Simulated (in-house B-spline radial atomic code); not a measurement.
# Ga⁵⁺: a fraction of an electron removed from 3p

Aim: the energy of Ga⁵⁺ as a fraction of an electron is removed from 3p, to see how far it bends away from a straight line.

Program: in-house B-spline radial atomic code version 1. Level of theory: non-relativistic Hartree-Fock (fractional occupations), spin-polarised, spherical fractional occupations, point nucleus, basis-set limit. These are calculated values, not measurements, unless marked.

### Step 1. What is computed

* element: gallium (Z = 31)
* charge: +5
* electrons: 26
* configuration: [Ar] 3d8
* Hamiltonian: non-relativistic
* nucleus: point

The outer shells:

[Ar] 3d8
```
[Ar] core
3d [↑↓][↑↓][↑↓][↑ ][↑ ]
```

Where spins are not typed, each open shell is filled with up spins first.

### Step 2. The start, at fraction 0

Settings of the run:

```ini
Z = 31
electrons = 26.0
configuration = [Ar] 3d8
hamiltonian = nr
method = hf,
spin_polarised = True
```

### Step 3. 0.12 electron removed from 3p

Settings of the run:

```ini
Z = 31
electrons = 25.88
configuration = [Ne] 3s2 3p5.88 3d8
hamiltonian = nr
method = hf,
spin_polarised = True
```

### Step 4. 0.19 electron removed from 3p

Settings of the run:

```ini
Z = 31
electrons = 25.81
configuration = [Ne] 3s2 3p5.81 3d8
hamiltonian = nr
method = hf,
spin_polarised = True
```

### Step 5. 0.36 electron removed from 3p

Settings of the run:

```ini
Z = 31
electrons = 25.64
configuration = [Ne] 3s2 3p5.64 3d8
hamiltonian = nr
method = hf,
spin_polarised = True
```

### Step 6. 0.4 electron removed from 3p

Settings of the run:

```ini
Z = 31
electrons = 25.6
configuration = [Ne] 3s2 3p5.6 3d8
hamiltonian = nr
method = hf,
spin_polarised = True
```

### Step 7. 0.5 electron removed from 3p

Settings of the run:

```ini
Z = 31
electrons = 25.5
configuration = [Ne] 3s2 3p5.5 3d8
hamiltonian = nr
method = hf,
spin_polarised = True
```

### Step 8. 0.53 electron removed from 3p

Settings of the run:

```ini
Z = 31
electrons = 25.47
configuration = [Ne] 3s2 3p5.47 3d8
hamiltonian = nr
method = hf,
spin_polarised = True
```

### Step 9. 0.71 electron removed from 3p

Settings of the run:

```ini
Z = 31
electrons = 25.29
configuration = [Ne] 3s2 3p5.29 3d8
hamiltonian = nr
method = hf,
spin_polarised = True
```

### Step 10. 0.8 electron removed from 3p

Settings of the run:

```ini
Z = 31
electrons = 25.2
configuration = [Ne] 3s2 3p5.2 3d8
hamiltonian = nr
method = hf,
spin_polarised = True
```

### Step 11. 0.94 electron removed from 3p

Settings of the run:

```ini
Z = 31
electrons = 25.06
configuration = [Ne] 3s2 3p5.06 3d8
hamiltonian = nr
method = hf,
spin_polarised = True
```

### Step 12. 1 electron removed from 3p

Settings of the run:

```ini
Z = 31
electrons = 25.0
configuration = [Ne] 3s2 3p5 3d8
hamiltonian = nr
method = hf,
spin_polarised = True
```

How does the energy change with the fraction, and which way and how far does it bend from the straight line between the ends?

**Answer**, as computed:

| fraction | energy change (eV) | less the straight line (eV) | level 3p down (eV) | sum of <r²> (bohr²) |
| --- | --- | --- | --- | --- |
| 0 | 0.0000 | 0.0000 | -201.70 | 9.3684 |
| 0.12 | 24.3118 | -0.8077 | -203.50 | 9.2353 |
| 0.19 | 38.5936 | -1.1789 | -204.55 | 9.1587 |
| 0.36 | 73.5871 | -1.7714 | -207.14 | 8.9756 |
| 0.4 | 81.8848 | -1.8468 | -207.75 | 8.9331 |
| 0.5 | 102.7367 | -1.9278 | -209.29 | 8.8278 |
| 0.53 | 109.0223 | -1.9221 | -209.75 | 8.7964 |
| 0.71 | 147.0290 | -1.5946 | -212.55 | 8.6108 |
| 0.8 | 166.2219 | -1.2414 | -213.96 | 8.5195 |
| 0.94 | 196.3305 | -0.4388 | -216.17 | 8.3793 |
| 1 | 209.3291 | 0.0000 | -217.12 | 8.3199 |

What this shows: From fraction 0 to 1 the energy changes by 209.329 eV. It sags under the straight line by up to 1.93 eV (at 0.5). Slater's transition state, the slope from the orbital energy at fraction 0.5 (Janak's theorem), gives 209.289 eV for the whole step. Here exact exchange is taken at spherical fractional occupations, which leaves self-interaction in open p, d and f shells; that spoils the energies somewhat, at whole numbers too.
